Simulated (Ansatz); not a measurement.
# BH2ClO (SMILES OBCl): r2SCAN/STO-3G

Aim: the electronic atomisation energy of BH2ClO at r2SCAN/STO-3G, from 5 runs. 

Program for the calculation: Ansatz 0.2.0.

65 further runs of the same task are left out: 4 that didn't finish, 61 set aside as unsound or not needed.

## 1. The system as given

BH2ClO has 5 atoms, charge 0, and is taken as a singlet. As SMILES, `OBCl`. The coordinates come from a PBE0-D4/def2-TZVP relaxation. This is one conformer, not always the lowest.

Bond lengths: O1–B2 1.340 Å, B2–Cl3 1.766 Å, O1–H4 0.963 Å, B2–H5 1.189 Å. Angles: O1–B2–Cl3 121.0°, O1–B2–H5 119.8°, Cl3–B2–H5 119.2°, B2–O1–H4 113.9°.

## 2. The energy at r2SCAN/STO-3G

molecule.yaml reads:

```yaml
crystal:
  periodic: [false, false, false]
  atoms:
    - {symbol: O, position_ang: [-0.863300, -0.618600, -0.002900]}
    - {symbol: B, position_ang: [0.379000, -0.137200, 0.137900]}
    - {symbol: Cl, position_ang: [0.788600, 1.496000, -0.395300]}
    - {symbol: H, position_ang: [-1.477700, 0.001200, -0.409700]}
    - {symbol: H, position_ang: [1.223300, -0.815100, 0.628600]}
basis:
  gaussian: {orbitals: STO-3G}
accuracy: high
hamiltonian: {xc: r2scan}
```

On the command line:

```
$ ansatz run molecule.yaml --threads 1 --pin off --max-ram 2610MiB --events-out events.jsonl --progress --plain --runs-dir runs
```

Log:

```text
Warning: RAYON_NUM_THREADS=1 ignored (pool sized by the plan → 1); use --threads N
Functional definition: r2SCAN
  name "r2SCAN"
  parameter k0 = 0.174
  parameter k1 = 0.065
  parameter a1 = 4.9479
  exchange = r2scan_x(k0 = k0, k1 = k1, a1 = a1)
  correlation = r2scan_c
374 factors; integrals over basis functions are off by at most 3.1e-8 eV
mean field evaluation 1: about -15105.4665 eV, gradient 1.4e1 eV
mean field evaluation 2: about -15105.1701 eV, gradient 1.9e1 eV
mean field evaluation 4: about -15106.2523 eV, gradient 9.3e-1 eV
mean field evaluation 8: about -15106.2084 eV, gradient 2.0e-3 eV
mean field -15106.20842746 eV, -555.1429203534 hartree, gradient 6.6e-8 eV, S^2 0.000000; 0 other end points of the search recorded, 0 dependent functions left out
reference -15106.20842779 eV, -555.1429203656 hartree; 16, 16 occupied and 5, 5 virtual orbitals, 374 factors
Total energy: -15106.20842779 eV, -555.1429203656 hartree
```

It took 2.8 s on 1 thread of Arm Neoverse V1, shared host; peak memory 0.14 GiB.

## 3. The B atom

job.yaml reads:

```yaml
crystal:
  periodic: [false, false, false]
  atoms:
    - {symbol: B, position_ang: [0.000000, 0.000000, 0.000000]}
basis:
  gaussian:
    orbitals: STO-3G
accuracy: high
total_charge: 0
hamiltonian:
  xc: r2scan
magnetization:
  spin_polarized: true
  initial_magnetization: 1
```

Run the same way, it converges to -24.25154 Eh (log not shown).

## 4. The Cl atom, same level

input.yaml reads:

```yaml
crystal:
  periodic: [false, false, false]
  atoms:
    - {symbol: Cl, position_ang: [0.000000, 0.000000, 0.000000]}
basis:
  gaussian:
    orbitals: STO-3G
magnetization:
  spin_polarized: true
  initial_magnetization: 1
hamiltonian:
  xc: {name: r2SCAN}
accuracy: high
```

Run the same way, it converges to -455.11379 Eh (log not shown).

## 5. The H atom, same level

job.yaml reads:

```yaml
crystal:
  periodic: [false, false, false]
  atoms:
    - {symbol: H, position_ang: [0.000000, 0.000000, 0.000000]}
basis:
  gaussian:
    orbitals: STO-3G
magnetization:
  spin_polarized: true
  initial_magnetization: 1
hamiltonian:
  xc: {name: r2SCAN}
accuracy: high
```

On the command line:

```
$ ansatz run job.yaml --threads 1 --pin off --max-ram 2610MiB --events-out events.jsonl --progress --plain --runs-dir runs
```

Log:

```text
Warning: RAYON_NUM_THREADS=1 ignored (pool sized by the plan → 1); use --threads N
Functional definition: r2SCAN
  name "r2SCAN"
  parameter k0 = 0.174
  parameter k1 = 0.065
  parameter a1 = 4.9479
  exchange = r2scan_x(k0 = k0, k1 = k1, a1 = a1)
  correlation = r2scan_c
1 factors; integrals over basis functions are off by at most 4.6e-10 eV
mean field evaluation 1: about -12.6930 eV, gradient 0.0e0 eV
mean field evaluation 2: about -12.6930 eV, gradient 0.0e0 eV
mean field -12.69300701 eV, -0.4664594041 hartree, gradient 0.0e0 eV, S^2 0.750000; 0 other end points of the search recorded, 0 dependent functions left out
reference -12.69300747 eV, -0.4664594207 hartree; 1, 0 occupied and 0, 1 virtual orbitals, 1 factors
Total energy: -12.69300747 eV, -0.4664594207 hartree
```

Run time: 0.32 s. Hardware: 1 thread of Arm Neoverse V1, shared host.

## 6. The O atom

run.yaml reads:

```yaml
crystal:
  periodic: [false, false, false]
  atoms:
    - {symbol: O, position_ang: [0.000000, 0.000000, 0.000000]}
basis:
  gaussian: {orbitals: STO-3G}
magnetization: {spin_polarized: true, initial_magnetization: 2}
hamiltonian: {xc: {name: r2SCAN}}
accuracy: high
```

On the command line:

```
$ ansatz run run.yaml --threads 1 --pin off --max-ram 2610MiB --events-out events.jsonl --progress --plain --runs-dir runs
```

Log:

```text
Warning: RAYON_NUM_THREADS=1 ignored (pool sized by the plan → 1); use --threads N
Functional definition: r2SCAN
  name "r2SCAN"
  parameter k0 = 0.174
  parameter k1 = 0.065
  parameter a1 = 4.9479
  exchange = r2scan_x(k0 = k0, k1 = k1, a1 = a1)
  correlation = r2scan_c
15 factors; integrals over basis functions are off by at most 1.1e-9 eV
mean field evaluation 1: about -2014.0609 eV, gradient 2.7e-10 eV
mean field evaluation 2: about -2014.0576 eV, gradient 2.1e-10 eV
mean field evaluation 4: about -2014.0576 eV, gradient 0.0e0 eV
mean field -2014.05760635 eV, -74.0152518562 hartree, gradient 0.0e0 eV, S^2 2.000000; 0 other end points of the search recorded, 0 dependent functions left out
reference -2014.05760645 eV, -74.0152518597 hartree; 5, 3 occupied and 0, 2 virtual orbitals, 15 factors
Total energy: -2014.05760645 eV, -74.0152518597 hartree
```

It took 0.6 s on 1 thread of Arm Neoverse V1, shared host; peak memory 0.095 GiB.

## 7. Results

At r2SCAN/STO-3G:

| quantity | value |
| --- | --- |
| molecule: total energy | -555.14292 Eh |
| B atom: total energy | -24.25154 Eh |
| B atom: ⟨S²⟩ | 0.750 |
| Cl atom: total energy | -455.11379 Eh |
| Cl atom: ⟨S²⟩ | 0.750 |
| H atom: total energy | -0.46646 Eh |
| H atom: ⟨S²⟩ | 0.750 |
| O atom: total energy | -74.01525 Eh |
| O atom: ⟨S²⟩ | 2.000 |
| electronic atomisation energy | 22.570 eV |

**Reading.** Taking the molecule apart into free atoms costs 22.57 eV (2178 kJ/mol), before zero-point energy and without spin-orbit coupling. In a minimal basis such a difference can be off by several eV, whatever the method.
